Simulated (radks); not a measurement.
**Cu⁺ with its nuclear charge varied continuously**

One table from this session's results is given with a row withheld; the runs are named, their logs left out.

Method: Dirac Kohn-Sham, PBE, spin-unpolarised, spherical densities, finite nucleus. Code: radks (a radial shooting solver on a logarithmic mesh, Libxc functionals) version 1.

## What is computed

| Property | Result |
| --- | --- |
| element | copper (Z = 29) |
| charge | +1 |
| electrons | 28 |
| configuration | [Ar] 3d10 |
| nuclear rms radius | 3.8823 fm |

The outer shells:

Cu⁺
```
[Ar] core
3d [↑↓][↑↓][↑↓][↑↓][↑↓]
```

Set-up of the first run:

The run's settings:

```text
Z 29
configuration [Ar] 3d10
relativity Dirac
functional pbe,pbe
spin unpolarised
j_filling energy
nucleus finite rms 3.8823 fm
c 137.035999084
```

Among the steps run: Z = 29.

One of the session's tables, all rows but one given; the rest of the session is left out.

Sizes of the orbitals, from the radial functions (bohr):

| level | <r> | outermost maximum (interpolated) | 90 % within | nodes |
| --- | --- | --- | --- | --- |
| 2s1/2 | 0.2350 | 0.197 | 0.364 | 1 |
| 2p1/2 | 0.2041 | 0.156 | 0.334 | 0 |
| 2p3/2 | 0.2074 | 0.159 | 0.339 | 0 |
| 3s1/2 | 0.7126 | 0.614 | 1.07 | 2 |
| 3p1/2 | 0.7432 | 0.615 | 1.15 | 1 |
| 3p3/2 | 0.7541 | 0.623 | 1.17 | 1 |
| 3d3/2 | ? | ? | ? | ? |
| 3d5/2 | 1.019 | 0.605 | 1.84 | 0 |

**Question.** Estimate the row for 3d3/2.

**Answer.** <r>: 1.009; outermost maximum (interpolated): 0.602; 90 % within: 1.82; nodes: 0. In the column «<r>» it lies between 3p3/2 (0.7541) and 3d5/2 (1.019).
